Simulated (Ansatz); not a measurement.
# C2H3AlClF: the cost of one run

The runs use Ansatz 0.2.0, Gaussian basis; r2SCAN/def2-SVP with D4 dispersion.

## (1) The relaxed structure

The geometry comes from an earlier relaxation with PBE0-D4 in a triple-zeta def2 set; it is a stationary point, not always the lowest conformer.

SMILES `C=[C](Cl)[AlH][F]`, 8 atoms, charge 0, spin multiplicity 1.

Atoms are counted from 1 here; the program's logs count them from 0.

Bond lengths: C1–C2 1.332 Å, C1–H6 1.086 Å, C1–H7 1.087 Å, C2–Cl3 1.740 Å, C2–Al4 1.939 Å, Al4–F5 1.644 Å, Al4–H8 1.573 Å. Angles: C2–C1–H6 123.3°, C2–C1–H7 119.5°, H6–C1–H7 117.2°, C1–C2–Cl3 119.5°, C1–C2–Al4 120.1°, Cl3–C2–Al4 120.4°, C2–Al4–F5 119.9°, C2–Al4–H8 120.7°, F5–Al4–H8 119.4°.

Coordinates:

```mol
C2H3AlClF
  3D, bonds by distance, orders not assigned

  8  7  0  0  0  0  0  0  0  0999 V2000
   -1.2385   -0.0702    0.6486 C   0  0
   -0.0721    0.4954    0.3440 C   0  0
    0.3448    2.0324    1.0445 Cl  0  0
    1.1496   -0.3920   -0.8721 Al  0  0
    2.5905    0.3081   -1.2434 F   0  0
   -1.9611    0.3802    1.3232 H   0  0
   -1.4991   -1.0300    0.2108 H   0  0
    0.7779   -1.7809   -1.5114 H   0  0
  1  2  8  0
  2  3  8  0
  2  4  8  0
  4  5  8  0
  1  6  8  0
  1  7  8  0
  4  8  8  0
M  END
```

## (2) The run

Contents of in.yaml:

```yaml
crystal:
  periodic: [false, false, false]
  atoms:
    - {symbol: C, position_ang: [-1.238533, -0.070222, 0.648638]}
    - {symbol: C, position_ang: [-0.072078, 0.495359, 0.344010]}
    - {symbol: Cl, position_ang: [0.344838, 2.032423, 1.044512]}
    - {symbol: Al, position_ang: [1.149566, -0.391995, -0.872062]}
    - {symbol: F, position_ang: [2.590517, 0.308088, -1.243441]}
    - {symbol: H, position_ang: [-1.961072, 0.380160, 1.323205]}
    - {symbol: H, position_ang: [-1.499059, -1.030027, 0.210840]}
    - {symbol: H, position_ang: [0.777918, -1.780887, -1.511403]}
basis:
  gaussian: {orbitals: def2-SVP}
hamiltonian: {xc: {name: r2SCAN}, dispersion: d4}
md: {timestep: 2 fs, n_steps: 30, ensemble: nve, temperature: 500, initial_velocities: maxwell_boltzmann, seed: 175}
```

On the command line:

```console
$ ansatz run in.yaml --threads 2 --pin off --events-out ev --progress --plain --max-ram 4352MiB
```

**Question.** How long does this run take on 2 threads of Arm Neoverse V1, shared host, and how much memory does it need?

About 1.9 min, with a peak of 0.41 GiB.
